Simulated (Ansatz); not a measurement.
# CH4AlClFSb: one species, many methods

An exercise on one series of results from a longer session: the logs are not shown, and one member is left open.

Method: functionals in def2-TZVPP, the program's frozen cores in correlated methods; program: Ansatz 0.2.0, Gaussian basis.

Levels to be run: LDA (SPW92), PBE-D4, revPBE-D4, BLYP-D4, r2SCAN-D4, B97M-V, PBE0-D4, B3LYP-D4, r2SCANh-D4, r2SCAN0-D4, HSE06-D4, BHLYP-D4, CAM-B3LYP-D4, LC-ωPBE, ωB97X-V, ωB97M-V, B2PLYP, PBE-QIDH; CCSD(T)/def2-SVP; CCSD(T)/def2-TZVPP; MP2/def2-QZVPP; extrapolation to the limit; RPA on PBE.

## The geometry

All runs share one geometry, relaxed beforehand with PBE0-D4 in a triple-zeta def2 set. Sb takes the def2 core potential; no spin-orbit term is included.

9 atoms, charge 0, spin multiplicity 1.

Atoms are counted from 1 here; the program's logs count them from 0.

Bond lengths: F1–Al2 1.654 Å, Al2–Sb3 2.631 Å, Al2–C4 1.950 Å, Sb3–H6 1.710 Å, Sb3–H7 1.709 Å, C4–Cl5 1.850 Å, C4–H8 1.087 Å, C4–H9 1.087 Å. Angles: F1–Al2–Sb3 118.5°, F1–Al2–C4 116.1°, Sb3–Al2–C4 125.2°, Al2–Sb3–H6 88.6°, Al2–Sb3–H7 88.4°, H6–Sb3–H7 91.4°, Al2–C4–Cl5 81.9°, Al2–C4–H8 121.0°, Al2–C4–H9 122.2°, Cl5–C4–H8 106.3°, Cl5–C4–H9 106.2°, H8–C4–H9 111.4°.

The first run:

in.yaml

```yaml
crystal:
  periodic: [false, false, false]
  atoms:
    - {symbol: F, position_ang: [0.514614, -2.243971, -0.788107]}
    - {symbol: Al, position_ang: [0.301757, -0.776900, -0.053562]}
    - {symbol: Sb, position_ang: [2.414165, 0.730156, 0.380591]}
    - {symbol: C, position_ang: [-1.505587, -0.381037, 0.561344]}
    - {symbol: Cl, position_ang: [-1.624053, 0.394068, -1.114589]}
    - {symbol: H, position_ang: [1.379549, 2.090472, 0.439367]}
    - {symbol: H, position_ang: [2.590460, 0.886335, -1.311657]}
    - {symbol: H, position_ang: [-2.267980, -1.155794, 0.593126]}
    - {symbol: H, position_ang: [-1.714425, 0.410372, 1.276386]}
basis:
  gaussian: {orbitals: def2-TZVPP}
hamiltonian: {xc: lda}
output: {orbitals: {seedname: orbitals}}
```

The run is started by

```
> ansatz run in.yaml --threads 4 --pin off --events-out ev --progress --plain --max-ram 10444MiB
```

Among the steps run: LDA; PBE-D4 (GGA); revPBE-D4 (GGA); BLYP-D4 (GGA); r2SCAN-D4 (meta-GGA); B97M-V (meta-GGA); PBE0-D4 (hybrid); B3LYP-D4 (hybrid); r2SCANh-D4 (hybrid); r2SCAN0-D4 (hybrid); HSE06-D4 (hybrid); BHLYP-D4 (hybrid); CAM-B3LYP-D4 (range-separated); LC-ωPBE (range-separated); ωB97X-V (range-separated); ωB97M-V (range-separated); B2PLYP (double hybrid); PBE-QIDH (double hybrid).

One table of the session follows, with a row left open; its other results are not shown here.

It belongs to the step «Orbital energies across the functionals». 

| functional | HOMO (eV) | gap (eV) |
| --- | --- | --- |
| LDA (SPW92) | -6.30 | 4.39 |
| PBE-D4 | -6.13 | 4.43 |
| revPBE-D4 | -6.07 | 4.46 |
| BLYP-D4 | -5.97 | 4.38 |
| r2SCAN-D4 | -6.36 | 4.93 |
| B97M-V | -6.33 | 4.84 |
| PBE0-D4 | -7.13 | 6.29 |
| B3LYP-D4 | -6.93 | 5.86 |
| r2SCANh-D4 | -6.73 | 5.61 |
| r2SCAN0-D4 | -7.28 | 6.59 |
| HSE06-D4 | -6.74 | 5.54 |
| BHLYP-D4 | -7.97 | 7.93 |
| CAM-B3LYP-D4 | -8.30 | 8.42 |
| LC-ωPBE | ? | ? |
| ωB97X-V | -9.22 | 10.33 |
| ωB97M-V | -9.08 | 9.90 |

Estimate the missing values for LC-ωPBE.

As computed: HOMO (eV): -9.52; gap (eV): 10.78. In the column «HOMO (eV)» it is the lowest.
